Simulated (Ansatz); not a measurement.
# C6H7N (2-methylpyridine): MP2/6-31G(d) (spherical functions)

Aim: the energy change on altering one bond length of C6H7N (2-methylpyridine) at MP2/6-31G* (spherical functions), from 2 runs. 

Program for the calculation: Ansatz 0.2.0.

41 further runs of the same task are left out: 41 set aside as unsound or not needed. Runs told in other sessions of the task aren't counted.

### 1 The system as given

C6H7N: 14 atoms, total charge 0, spin state singlet. SMILES: `Cc1ccccn1`. The shape is that of a PBE0-D4/def2-TZVP optimisation.

Bond lengths: C1–C2 1.497 Å, C2–C3 1.395 Å, C3–C4 1.381 Å, C4–C5 1.387 Å, C5–C6 1.384 Å, C2–N7 1.331 Å, C6–N7 1.329 Å, C1–H8 1.093 Å, C1–H9 1.093 Å, C1–H10 1.089 Å, C3–H11 1.084 Å, C4–H12 1.084 Å, C5–H13 1.083 Å, C6–H14 1.087 Å. Some angles: C1–C2–C3 120.9°, C1–C2–N7 117.2°, C3–C2–N7 121.9°, C2–C3–C4 119.3°, C3–C4–C5 118.8°, C4–C5–C6 117.9°, C5–C6–N7 123.8°, C2–N7–C6 118.3°, C2–C1–H8 111.0°, C2–C1–H9 111.1°.

### 2 A single-point energy at MP2/6-31G(d) (spherical functions)

The input, job.yaml:

```yaml
crystal:
  periodic: [false, false, false]
  atoms:
    - {symbol: C, position_ang: [1.529800, 0.592680, 1.489460]}
    - {symbol: C, position_ang: [0.498030, 0.271780, 0.453520]}
    - {symbol: C, position_ang: [-0.041010, -1.010880, 0.352280]}
    - {symbol: C, position_ang: [-0.991540, -1.270440, -0.615810]}
    - {symbol: C, position_ang: [-1.381650, -0.242290, -1.460470]}
    - {symbol: C, position_ang: [-0.792430, 0.997860, -1.286300]}
    - {symbol: N, position_ang: [0.122980, 1.258300, -0.358040]}
    - {symbol: H, position_ang: [1.142630, 0.416360, 2.496660]}
    - {symbol: H, position_ang: [2.416390, -0.035590, 1.368570]}
    - {symbol: H, position_ang: [1.824010, 1.637250, 1.403360]}
    - {symbol: H, position_ang: [0.288340, -1.790270, 1.030440]}
    - {symbol: H, position_ang: [-1.423340, -2.260480, -0.711850]}
    - {symbol: H, position_ang: [-2.123160, -0.395570, -2.234860]}
    - {symbol: H, position_ang: [-1.069040, 1.831260, -1.926950]}
basis:
  gaussian:
    orbitals: 6-31G_st_-spherical.json
correlation:
  method: mp2
  frozen_orbitals: {C: 1, H: 0, "N": 1}
accuracy: high
```

The basis set 6-31G* is read from a file made from the Basis Set Exchange's data (not shown).

Started as:

```bash
ansatz run job.yaml --threads 1 --pin off --max-ram 3480MiB --events-out events.jsonl --progress --plain --runs-dir runs
```

The log of the run:

```text
Warning: RAYON_NUM_THREADS=1 ignored (pool sized by the plan → 1); use --threads N
Functional definition: HF
  name "HF"
  exchange = exact_x
  correlation = 0
2828 factors; integrals over basis functions are off by at most 3.0e-9 eV
mean field evaluation 1: about -7771.9095 eV, gradient 3.3e1 eV
mean field evaluation 2: about -7771.9140 eV, gradient 3.3e1 eV
mean field evaluation 4: about -7775.1641 eV, gradient 5.1e0 eV
mean field evaluation 8: about -7775.2337 eV, gradient 5.3e-4 eV
mean field -7775.23372366 eV, -285.7345691019 hartree, gradient 2.1e-8 eV, S^2 0.000000; 0 other end points of the search recorded, 0 dependent functions left out; unrestricted orbitals would lower it
mean field evaluation 16: about -7775.3004 eV, gradient 8.1e-2 eV
7 core orbitals not correlated: weight in the atoms' cores, before any rotation towards them, 1.000 or more for the frozen orbitals, at most 0.000 for the correlated occupied ones
reference -7775.23372366 eV, -285.7345691019 hartree; 18, 18 occupied and 87, 87 virtual orbitals, 2828 factors
second order -24.72844540 eV of doubles, -0.00000000 eV of singles
Total energy: -7799.96216906 eV, -286.6433227087 hartree
```

Wall time 6.3 s (1 thread of Intel Xeon 6975P-C (Granite Rapids), shared host); peak memory 0.41 GiB.

### 3 The distorted shape

The input, in.yaml:

```yaml
crystal:
  periodic: [false, false, false]
  atoms:
    - {symbol: C, position_ang: [1.875255, 1.384746, 1.566295]}
    - {symbol: C, position_ang: [0.843485, 1.063846, 0.530355]}
    - {symbol: C, position_ang: [0.304445, -0.218814, 0.429115]}
    - {symbol: C, position_ang: [-0.646085, -0.478374, -0.538975]}
    - {symbol: C, position_ang: [-1.036195, 0.549776, -1.383635]}
    - {symbol: C, position_ang: [-0.446975, 1.789926, -1.209465]}
    - {symbol: N, position_ang: [0.468435, 2.050366, -0.281205]}
    - {symbol: H, position_ang: [1.488085, 1.208426, 2.573495]}
    - {symbol: H, position_ang: [2.761845, 0.756476, 1.445405]}
    - {symbol: H, position_ang: [2.169465, 2.429316, 1.480195]}
    - {symbol: H, position_ang: [0.633795, -0.998204, 1.107275]}
    - {symbol: H, position_ang: [-1.423340, -2.260480, -0.711850]}
    - {symbol: H, position_ang: [-1.777705, 0.396496, -2.158025]}
    - {symbol: H, position_ang: [-0.723585, 2.623326, -1.850115]}
basis:
  gaussian: {orbitals: 6-31G_st_-spherical.json}
correlation: {method: mp2, frozen_orbitals: {C: 1, H: 0, "N": 1}}
accuracy: high
```

The basis set 6-31G* is read from a file made from the Basis Set Exchange's data (not shown).

Started as:

```bash
ansatz run in.yaml --threads 1 --pin off --max-ram 3480MiB --events-out events.jsonl --progress --plain --runs-dir runs
```

The log of the run:

```text
Warning: RAYON_NUM_THREADS=1 ignored (pool sized by the plan → 1); use --threads N
[... 4 set-up lines as earlier in the session ...]
2829 factors; integrals over basis functions are off by at most 2.9e-9 eV
mean field evaluation 1: about -7767.4683 eV, gradient 3.3e1 eV
mean field evaluation 2: about -7767.4750 eV, gradient 3.3e1 eV
mean field evaluation 4: about -7770.9606 eV, gradient 5.1e0 eV
mean field evaluation 8: about -7771.0458 eV, gradient 2.4e-1 eV
mean field -7771.04625049 eV, -285.5806823013 hartree, gradient 9.3e-9 eV, S^2 0.000000; 0 other end points of the search recorded, 0 dependent functions left out; unrestricted orbitals would lower it
mean field evaluation 16: about -7771.2387 eV, gradient 3.3e0 eV
7 core orbitals not correlated: weight in the atoms' cores, before any rotation towards them, 1.000 or more for the frozen orbitals, at most 0.000 for the correlated occupied ones
reference -7771.04625049 eV, -285.5806823013 hartree; 18, 18 occupied and 87, 87 virtual orbitals, 2829 factors
second order -25.34150916 eV of doubles, -0.00000000 eV of singles
Total energy: -7796.38775965 eV, -286.5119655857 hartree
```

Wall time 5.7 s (1 thread of Intel Xeon 6975P-C (Granite Rapids), shared host); peak memory 0.43 GiB.

### 4 Outcome

At MP2/6-31G* (spherical functions), 7 core orbitals frozen:

| quantity | value |
| --- | --- |
| first shape: total energy | -286.64332 Eh |
| first shape: correlation energy (7 core orbitals frozen) | -908.8 mEh |
| distorted shape: total energy | -286.51197 Eh |
| distorted shape: correlation energy (7 core orbitals frozen) | -931.3 mEh |
| energy change with the C4–H12 bond stretched from 1.084 to 1.952 Å | 3.574 eV |

What this shows: One bond (distorted shape) is far stretched, which a spin-restricted single reference describes badly; perturbation theory on it can break down and give far too much correlation. With the C4–H12 bond stretched from 1.084 to 1.952 Å the energy rises by 3.57 eV (345 kJ/mol). The first shape isn't relaxed at this level, so the change isn't measured from a minimum. A restricted reference can't describe the breaking bond well at this length. The restricted solution (first shape) is unstable to spin breaking: an unrestricted one lies lower. The restricted solution (distorted shape) is unstable to spin breaking: an unrestricted one lies lower.
